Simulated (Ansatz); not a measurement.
# AlCu: strong compression

The task here is to estimate one member of a computed series from the others.

Computed with Ansatz 0.2.0 (DFT r²SCAN, with the methods named in each step, unless a step's input says otherwise).

1 further run of the same task is left out (it didn't finish).

### The starting structure

The structure is cubic, space group Fm-3m (No. 225). Conventional cell: a = 5.038 Å, b = 5.038 Å, c = 5.038 Å, α = 90.00°, β = 90.00°, γ = 90.00°. Around Cu (site symmetry m-3m) lie 6 Al at 2.52 Å. Al (site symmetry m-3m) is surrounded by 6 Cu at 2.52 Å.

Coordinates:

```cif
data_structure
_symmetry_space_group_name_H-M 'Fm-3m'
_symmetry_Int_Tables_number 225
_cell_length_a 5.0380
_cell_length_b 5.0380
_cell_length_c 5.0380
_cell_angle_alpha 90.000
_cell_angle_beta 90.000
_cell_angle_gamma 90.000
_cell_volume 127.87
loop_
_atom_site_label
_atom_site_type_symbol
_atom_site_symmetry_multiplicity
_atom_site_Wyckoff_symbol
_atom_site_fract_x
_atom_site_fract_y
_atom_site_fract_z
_atom_site_occupancy
Cu1 Cu 4 a 0.00000 0.00000 0.00000 1
Al1 Al 4 b 0.50000 0.00000 0.00000 1
```

The file gives the conventional cell by its symmetry; the runs use the cell typed in the input.

Whether this phase is the stable one at these pressures isn't tested.

Atoms are numbered in the order of the input: Cu1, Al2.

Set-up of the first run:

Contents of input.yaml:

```yaml
crystal:
  lattice:
    - [0.0, 2.5189918944, 2.5189918944]
    - [2.5189918944, 0.0, 2.5189918944]
    - [2.5189918944, 2.5189918944, 0.0]
  atoms:
    - { symbol: Cu, position: [0.0, 0.0, 0.0] }
    - { symbol: Al, position: [0.5, 0.5, 0.5] }
kpoints:
  mp_grid: { grid: [13, 13, 13] }
scf:
  occupations: { method: fermi_dirac, width: 0.08 }
hamiltonian:
  xc: r2scan
  pseudopotentials: { kind: paw }
output:
  forces: true
  stress: true
relax:
  f_tol: 0.005
  max_steps: 40
  cell: {}
```

Run with:

```console
ansatz run input.yaml --threads 1 --pin off --max-ram 2048MiB --backend cpu --events-out ev --progress --plain --runs-dir out
```

Steps of the session up to this table: Cell relaxed at zero pressure, PAW; Volume scaled by 1, PAW; Volume scaled by 0.94, PAW; Volume scaled by 0.88, PAW; Volume scaled by 0.8, PAW; Volume scaled by 0.72, PAW; Volume scaled by 0.64, PAW; Volume scaled by 0.55, PAW; Volume scaled by 0.55, PAW (level accurate).

One table of the session follows, with a row left open; its other results are not shown here.

| method | volume over the first | volume (Å³/atom) | pressure (GPa) |
| --- | --- | --- | --- |
| PAW | 1 | 15.581 | 0.03 |
| PAW | 0.94 | 14.646 | 6.24 |
| PAW | 0.88 | 13.711 | 14.93 |
| PAW | 0.8 | ? | ? |
| PAW | 0.72 | 11.218 | 59.66 |
| PAW | 0.64 | 9.972 | 104.28 |
| PAW | 0.55 | 8.569 | 191.84 |
| PAW (level accurate) | 0.55 | 8.569 | 192.44 |

**Question.** Estimate the row for PAW, 0.8.

The run gave: volume (Å³/atom): 12.464; pressure (GPa): 32.19. In the column «volume (Å³/atom)» it lies between PAW, 0.72 (11.218) and PAW, 0.88 (13.711).
